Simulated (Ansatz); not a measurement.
**FH₆NSi₂Zn: a ladder of functionals and wavefunction methods**

The task here is to estimate one member of a computed series from the others.

Method: functionals in def2-TZVPP, the program's frozen cores in correlated methods; program: Ansatz 0.2.0, Gaussian basis.

The runs, in order: LDA (SPW92), PBE-D4, revPBE-D4, BLYP-D4, r2SCAN-D4, B97M-V, PBE0-D4, B3LYP-D4, r2SCANh-D4, r2SCAN0-D4, HSE06-D4, BHLYP-D4, CAM-B3LYP-D4, LC-ωPBE, ωB97X-V, ωB97M-V, B2PLYP, PBE-QIDH; CCSD(T)/def2-SVP; CCSD(T)/def2-TZVPP; MP2/def2-QZVPP; extrapolation to the limit; RPA on PBE.

## Structure used throughout

All runs share one geometry, relaxed beforehand with PBE0-D4 in a triple-zeta def2 set.

11 atoms, charge 0, spin multiplicity 1.

Atoms are counted from 1 here; the program's logs count them from 0.

Bond lengths: F1–Zn2 1.740 Å, Zn2–N3 1.813 Å, N3–Si4 1.727 Å, N3–Si5 1.727 Å, Si4–H6 1.489 Å, Si4–H7 1.489 Å, Si4–H8 1.490 Å, Si5–H9 1.490 Å, Si5–H10 1.489 Å, Si5–H11 1.489 Å. Angles: F1–Zn2–N3 180.0°, Zn2–N3–Si4 118.3°, Zn2–N3–Si5 118.3°, Si4–N3–Si5 123.4°, N3–Si4–H6 111.7°, N3–Si4–H7 111.7°, N3–Si4–H8 108.3°, H6–Si4–H7 107.7°, H6–Si4–H8 108.6°, H7–Si4–H8 108.6°, N3–Si5–H9 108.3°, N3–Si5–H10 111.7°, N3–Si5–H11 111.7°, H9–Si5–H10 108.6°, H9–Si5–H11 108.6°, H10–Si5–H11 107.7°.

Set-up of the first run:

in.yaml reads:

```yaml
crystal:
  periodic: [false, false, false]
  atoms:
    - {symbol: F, position_ang: [-1.825986, 2.974762, 1.456426]}
    - {symbol: Zn, position_ang: [-0.984616, 1.605640, 0.787962]}
    - {symbol: N, position_ang: [-0.107521, 0.179550, 0.092115]}
    - {symbol: Si, position_ang: [-0.362988, -1.369262, 0.812534]}
    - {symbol: Si, position_ang: [0.939010, 0.441149, -1.256745]}
    - {symbol: H, position_ang: [-0.933515, -2.341705, -0.160141]}
    - {symbol: H, position_ang: [0.903864, -1.946376, 1.340965]}
    - {symbol: H, position_ang: [-1.320942, -1.208118, 1.942974]}
    - {symbol: H, position_ang: [0.907830, 1.891263, -1.599863]}
    - {symbol: H, position_ang: [0.506691, -0.339603, -2.448705]}
    - {symbol: H, position_ang: [2.343472, 0.055600, -0.946823]}
basis:
  gaussian: {orbitals: def2-TZVPP}
hamiltonian: {xc: lda}
output: {orbitals: {seedname: orbitals}}
```

On the command line:

```console
$ ansatz run in.yaml --threads 4 --pin off --events-out ev --progress --plain --max-ram 11315MiB
```

Among the steps run: LDA; PBE-D4 (GGA); revPBE-D4 (GGA); BLYP-D4 (GGA); r2SCAN-D4 (meta-GGA); B97M-V (meta-GGA); B3LYP-D4 (hybrid); r2SCANh-D4 (hybrid); r2SCAN0-D4 (hybrid); HSE06-D4 (hybrid); BHLYP-D4 (hybrid); CAM-B3LYP-D4 (range-separated); LC-ωPBE (range-separated); ωB97X-V (range-separated); ωB97M-V (range-separated); B2PLYP (double hybrid); PBE-QIDH (double hybrid).

One table of the session follows, with a row left open; its other results are not shown here.

It belongs to the step «Frontier levels by functional». 

| functional | HOMO (eV) | LUMO (eV) | gap (eV) |
| --- | --- | --- | --- |
| LDA (SPW92) | -6.64 | -2.77 | 3.87 |
| PBE-D4 | -6.50 | -2.48 | 4.02 |
| revPBE-D4 | -6.45 | -2.35 | 4.10 |
| BLYP-D4 | -6.39 | -2.42 | 3.97 |
| r2SCAN-D4 | -6.78 | -2.21 | 4.57 |
| B97M-V | -6.92 | -2.49 | 4.44 |
| PBE0-D4 | -7.78 | -1.56 | 6.22 |
| B3LYP-D4 | -7.57 | -1.85 | 5.72 |
| r2SCANh-D4 | -7.26 | -1.88 | 5.37 |
| r2SCAN0-D4 | -7.98 | -1.41 | 6.57 |
| HSE06-D4 | -7.38 | -1.93 | 5.45 |
| BHLYP-D4 | -8.98 | -0.73 | 8.25 |
| CAM-B3LYP-D4 | -9.14 | -0.62 | 8.52 |
| LC-ωPBE | ? | ? | ? |
| ωB97X-V | -10.13 | 0.46 | 10.59 |
| ωB97M-V | -10.04 | 0.17 | 10.21 |

**Question.** Estimate the row for LC-ωPBE.

The run gave: HOMO (eV): -10.47; LUMO (eV): 0.68; gap (eV): 11.14. In the column «HOMO (eV)» it is the lowest.
